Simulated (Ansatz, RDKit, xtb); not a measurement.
# CH9BN2Si: ranking a sample of isomers

Which of a sample of isomers of CH9BN2Si is the most stable in the gas at 298.15 K, and what are its properties? The sample is small against all isomers, and the most stable one of this formula need not be in it.

The funnel: GFN2-xTB relaxations, single points with a density functional, relaxations at B3LYP-D3(BJ)/def2-SVP, harmonic vibrations (at GFN2-xTB), and a last energy at a higher level. All values are calculated.

## 1. Candidates

Isomers were taken from a list of plausible structures; this is a sample, not all of them. That gives 5 candidates.

| label | SMILES | spin |
| --- | --- | --- |
| c018 | NBCN[SiH3] | singlet |
| c130 | C[SiH2]B(N)N | singlet |
| c180 | BN(C)[SiH2]N | singlet |
| c466 | NB(N)C[SiH3] | singlet |
| c931 | BN[Si@H](C)N | singlet |

Candidates are built by distance geometry, with a force field where one applies, in up to four conformers (letters a to d).

**Question.** With final energies at CCSD(T)/def2-SVP + MP2/def2-TZVPP - MP2/def2-SVP, which structure will this search put lowest in free energy, and by what margin?

| quantity | value |
| --- | --- |
| lowest structure found | BN[Si@H](C)N, singlet |
| next finalist | NB(N)C[SiH3], singlet, 2.2 kcal/mol higher in G |
| share at equilibrium, among the finalists | 97.6 % |

The lowest structure found is `BN[Si@H](C)N`. The margin, 2.2 kcal/mol, is modest. GFN2-xTB favours the singlet BN(C)[SiH2]N (c180b, not a finalist); HF/STO-3G, r2SCAN-D4/def2-SVP, B3LYP-D3(BJ)/def2-SVP, HF/def2-SVP and MP2/def2-SVP favour the singlet NB(N)C[SiH3]. 8 minima inside the window were never screened. The search is not exhaustive (a finite list of starts, one conformer a finalist), so a lower isomer can't be ruled out. Only 5 drawn patterns were tried, so whole families of isomers are missing, and the result ranks this sample alone.
